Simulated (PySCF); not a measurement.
# RuNH₂: structure of the doublet

The task is one start of a wider search on RuNH₂: the doublet, from a T-shaped (ligand arrangement 1) start. It is relaxed, tested by its Hessian and followed downhill if it is a saddle.

Program: PySCF 2.14.0. Level of theory: PBE0, basis Ru def2-TZVP with ECP28, N def2-TZVP, H def2-TZVP, scalar-relativistic core potentials, no spin–orbit coupling, density fitting. These are calculated values, not measurements.

### Step 1. Where the work starts

4 atoms, charge 0, spin multiplicity 2.

Bond lengths: Ru1–N2 1.740 Å, Ru1–H3 1.570 Å, Ru1–H4 1.570 Å. Angles: N2–Ru1–H3 88.0°, N2–Ru1–H4 176.0°, H3–Ru1–H4 88.0°.

```xyz
4
charge 0 multiplicity 2
Ru    0.0000    0.0000    0.0000
N    -1.7389    0.0000    0.0607
H     0.0000    0.0000    1.5700
H     1.5690    0.0000    0.0548
```

### Step 2. The SCF at the typed geometry

The steps below are one call of a driver around PySCF. For each, scf.py gives the equivalent set-up of the SCF; relaxations use the driver's own optimiser. After this first run the driver tries any further starts and a stability analysis.

Input file scf.py:

```python
from pyscf import gto, scf, dft
mol = gto.M(atom='''
Ru     0.000000     0.000000     0.000000
N     -1.738900     0.000000     0.060700
H      0.000000     0.000000     1.570000
H      1.569000     0.000000     0.054800''',
    basis={'Ru': 'def2-TZVP', 'N': 'def2-TZVP', 'H': 'def2-TZVP'},
    ecp={'Ru': 'def2-TZVP'},
    charge=0, spin=1)
mf = dft.UKS(mol, xc='PBE0')
mf.grids.atom_grid = (50, 194)
aux = {'Ru': 'def2-universal-JKFIT', 'N': 'def2-universal-JKFIT', 'H': 'def2-universal-JKFIT'}
mf = mf.density_fit(auxbasis=aux)
mf.conv_tol = 1e-08
mf.diis_space = 10
mf.max_cycle = 60
mf.init_guess = 'minao'
mf.verbose = 4
mf.kernel()
```

On the command line:

```sh
> OMP_NUM_THREADS=2 python axn.py task.json out
```

The log of the run:

```text
init E= -142.682652071231
[... the frontier-level lines of each cycle are left out ...]
cycle= 1 E= -149.263192743635  delta_E= -6.58  |g|=  1.8  |ddm|= 3.15
cycle= 2 E= -139.204520477363  delta_E= 10.1  |g|= 3.97  |ddm|= 6.68
cycle= 3 E= -150.565515302977  delta_E= -11.4  |g|= 0.279  |ddm|= 6.53
cycle= 4 E= -150.560915902384  delta_E= 0.0046  |g|= 0.359  |ddm|= 0.419
cycle= 5 E= -150.59765338727  delta_E= -0.0367  |g|= 0.212  |ddm|= 0.13
cycle= 6 E= -150.600150440847  delta_E= -0.0025  |g|= 0.203  |ddm|= 0.0755
cycle= 7 E= -150.605326763199  delta_E= -0.00518  |g|= 0.176  |ddm|= 0.052
cycle= 8 E= -150.617524799581  delta_E= -0.0122  |g|= 0.0797  |ddm|= 0.166
cycle= 9 E= -150.6209974436  delta_E= -0.00347  |g|= 0.0109  |ddm|= 0.0983
cycle= 10 E= -150.621175411727  delta_E= -0.000178  |g|= 0.013  |ddm|= 0.0163
cycle= 11 E= -150.621386729042  delta_E= -0.000211  |g|= 0.0104  |ddm|= 0.0157
cycle= 12 E= -150.62183698143  delta_E= -0.00045  |g|= 0.00751  |ddm|= 0.0344
cycle= 13 E= -150.622704054407  delta_E= -0.000867  |g|= 0.00714  |ddm|= 0.0713
cycle= 14 E= -150.623674351174  delta_E= -0.00097  |g|= 0.00637  |ddm|= 0.178
cycle= 15 E= -150.622790332344  delta_E= 0.000884  |g|= 0.0073  |ddm|= 0.17
cycle= 16 E= -150.623343682654  delta_E= -0.000553  |g|= 0.00547  |ddm|= 0.0562
cycle= 17 E= -150.623515675199  delta_E= -0.000172  |g|= 0.00465  |ddm|= 0.0241
cycle= 18 E= -150.62379548747  delta_E= -0.00028  |g|= 0.00186  |ddm|= 0.06
cycle= 19 E= -150.623832948216  delta_E= -3.75e-05  |g|= 0.000445  |ddm|= 0.0283
cycle= 20 E= -150.623832455815  delta_E= 4.92e-07  |g|= 0.000488  |ddm|= 0.00246
cycle= 21 E= -150.623834758628  delta_E= -2.3e-06  |g|= 0.00016  |ddm|= 0.00728
cycle= 22 E= -150.623833736558  delta_E= 1.02e-06  |g|= 0.000397  |ddm|= 0.00483
cycle= 23 E= -150.623834975397  delta_E= -1.24e-06  |g|= 8.41e-05  |ddm|= 0.00601
cycle= 24 E= -150.623835022226  delta_E= -4.68e-08  |g|= 1.67e-05  |ddm|= 0.000851
cycle= 25 E= -150.623835022422  delta_E= -1.96e-10  |g|= 1.53e-05  |ddm|= 8.92e-05
Extra cycle  E= -150.623835022759  delta_E= -3.37e-10  |g|= 3.01e-05  |ddm|= 4.05e-05
converged SCF energy = -150.623835022759  <S^2> = 1.0769701  2S+1 = 2.3038838
```

This step, with its further starts and checks, took 13 s on 2 threads of Arm Neoverse V2, shared host.

The starts that the driver tried:

```tsv
start	energy (Eh)
the minimal-basis guess	-150.623835
a thermally smeared density	-150.623835
a smeared PBE density	-150.623835
```

The test of internal stability and the other starts found no lower solution of this spin.

### Step 3. Relaxation: T-shaped (ligand arrangement 1) start, doublet

The program finds Cs symmetry in the start, which this walk keeps.

Changes to scf.py since step 2:

```diff
@@ -3,4 +3,4 @@
-Ru     0.000000     0.000000     0.000000
-N     -1.738900     0.000000     0.060700
-H      0.000000     0.000000     1.570000
-H      1.569000     0.000000     0.054800''',
+Ru     0.193081     0.000000    -0.021094
+N     -1.545819     0.000000     0.039606
+H      0.193081     0.000000     1.548906
+H      1.762081     0.000000     0.033706''',
@@ -17 +16,0 @@
-mf.init_guess = 'minao'
```

Energy and gradient, step by step:

```tsv
step	energy (Eh)	change (kJ/mol)	largest symmetric gradient (Eh/bohr)
0	-150.623835	0.00	0.11548
1	-150.639801	-41.92	0.08046
2	-150.646801	-60.30	0.03066
3	-150.650254	-69.36	0.01744
4	-150.654332	-80.07	0.02376
5	-150.659147	-92.71	0.04001
6	-150.662373	-101.18	0.03816
7	-150.665498	-109.39	0.04384
8	-150.689866	-173.36	0.04474
9	-150.702800	-207.32	0.02280
10	-150.705535	-214.50	0.03920
11	-150.708593	-222.53	0.02159
12	-150.709115	-223.90	0.00591
13	-150.709281	-224.34	0.00370
14	-150.709360	-224.55	0.00468
15	-150.709415	-224.69	0.00245
16	-150.709421	-224.70	0.00053
17	-150.709421	-224.71	0.00003
```

The walk took 48 s.

Positions (Å) and forces (eV/Å) along the way:

```
step 0
Ru   0.193   0.000  -0.021  -5.939   0.000   0.053
N   -1.546   0.000   0.040   2.355   0.000  -0.148
H    0.193   0.000   1.549   0.190   0.000  -0.139
H    1.762   0.000   0.034   3.393   0.000   0.233
step 1
Ru   0.138   0.000  -0.021  -4.138   0.000   0.357
N   -1.533   0.000   0.043   2.237   0.000  -0.251
H    0.186   0.000   1.545   0.111   0.000  -0.104
H    1.812   0.000   0.033   1.789   0.000  -0.001
step 9
Ru   0.236   0.000   0.370  -0.752   0.000   1.173
N   -1.198   0.000  -0.295   1.060   0.000  -0.125
H   -0.137   0.000   2.063   0.469   0.000  -1.170
H    1.702   0.000  -0.537  -0.776   0.000   0.122
step 17
Ru   0.213   0.000   0.440  -0.002   0.000   0.000
N   -1.112   0.000  -0.398   0.001   0.000   0.001
H   -0.059   0.000   2.061   0.000   0.000  -0.001
H    1.561   0.000  -0.501   0.000   0.000  -0.001
```

It settles in C2v symmetry, 224.7 kJ/mol below the start, after 17 steps: Ru–H 1.644 Å (×2), Ru–N 1.568 Å; H–Ru–H 134.5°, H–Ru–N 112.8° (×2).

### Step 4. Is it a minimum? Harmonic modes

On the finer grid the gradient is checked again; gradients at displacements of ±0.02 bohr then give force constants and infrared intensities.

Changes to scf.py since step 3:

```diff
@@ -3,4 +3,4 @@
-Ru     0.193081     0.000000    -0.021094
-N     -1.545819     0.000000     0.039606
-H      0.193081     0.000000     1.548906
-H      1.762081     0.000000     0.033706''',
+Ru     0.148165     0.000000     0.093689
+N     -1.176957     0.000000    -0.744223
+H     -0.124343     0.000000     1.714858
+H      1.495944     0.000000    -0.847557''',
@@ -11 +11 @@
-mf.grids.atom_grid = (50, 194)
+mf.grids.atom_grid = (75, 302)
@@ -14 +14 @@
-mf.conv_tol = 1e-08
+mf.conv_tol = 1e-10
```

The driver hands on the density of the step before, so the log starts near convergence.

Log of the central SCF (cycles and frontier levels):

```text
init E= -150.709433601322
[... the frontier-level lines of each cycle are left out ...]
cycle= 1 E= -150.709433601319  delta_E= 2.67e-12  |g|= 7.69e-06  |ddm|= 1.01e-05
Extra cycle  E= -150.709433601269  delta_E= 5e-11  |g|= 1.36e-05  |ddm|= 1.44e-05
converged SCF energy = -150.709433601269  <S^2> = 0.76254263  2S+1 = 2.0125035
```

The whole step took 52 s.

Geometry: C2v; Ru–H 1.644 Å (×2), Ru–N 1.568 Å; H–Ru–H 134.5°, H–Ru–N 112.8° (×2).

Modes, for the most abundant isotopes:

```
symmetry  ω (cm⁻¹)  IR (km/mol)  μ (u)     type
      b2       544          9.5   1.19     bend
      b1       668         59.4   1.07     bend
      a1       773         18.8   1.03     bend
      a1      1214         82.9  14.14  stretch
      b2      1904          257   1.03  stretch
      a1      1965          101   1.01  stretch
```

All wavenumbers are real: a minimum.

Constants and moments:

| Property | Result |
| --- | --- |
| Dipole moment | 1.02 D |
| Highest occupied level | -7.98 eV |
| Lowest empty level | -3.95 eV |
| Rotational constants | 3.64, 0.5333, 0.4651 cm⁻¹ |
| Zero-point energy | 42.3 kJ/mol |
| Principal polarisabilities | 32.4, 46.6, 49.3 bohr³ |
| Atomisation energy without zero-point energy | 969 kJ/mol |
| Principal traceless quadrupole moments about the centre of mass | -4.42, 0.54, 3.88 D Å |
| Entropy at 298.15 K and 1 bar (electronic part: spin only) | 257.4 J/(mol K) |
| Heat capacity Cp at 298.15 K | 45.7 J/(mol K) |
| Enthalpy at 298.15 K above 0 K | 11.03 kJ/mol |
| Rotational symmetry number | 2 |
| Spin squared ⟨S²⟩ | 0.763 |

Populations by atom (charges in e):

```
atom  Mulliken  Löwdin  polar tensor  spin (Mulliken)  Mayer order to Ru1
 Ru1      0.53    0.26          0.85             1.13                   –
  N2     -0.37   -0.15         -0.40            -0.13                2.68
H3,4     -0.08   -0.06         -0.23             0.00                0.90
```

Mulliken populations on Ru1 (outside its core potential): s 2.64, p 6.40, d 6.41, f 0.02.

### Step 5. Summary of results

```
                                          quantity                                                               value
                                           minimum                                                        doublet, C2v
                                          geometry  Ru–H 1.644 Å (×2), Ru–N 1.568 Å; H–Ru–H 134.5°, H–Ru–N 112.8° (×2)
                                wavenumbers (cm⁻¹)       544 (b2), 668 (b1), 773 (a1), 1214 (a1), 1904 (b2), 1965 (a1)
                                     dipole moment                                                              1.02 D
highest occupied, lowest empty level (either spin)                                                     -7.98, -3.95 eV
                        polar-tensor charge of Ru1                                                             +0.85 e
                                 zero-point energy                                                         42.3 kJ/mol
                               entropy at 298.15 K                                                     257.4 J/(mol K)
         atomisation energy (no zero-point energy)                                                          969 kJ/mol
                                              ⟨S²⟩                                                               0.763
```

What this shows: From Cs at the start the molecule goes to a C2v minimum. The strongest infrared band lies at 1904 cm⁻¹ (b2, stretch). Most of the spin sits on Ru1 (Mulliken spin 1.13, against 1 for the whole molecule). Only this shape and spin were tried, so other structures or states may lie lower. One determinant may miss the lowest occupation of an open d or f shell.

The search up to here took 1.9 min.
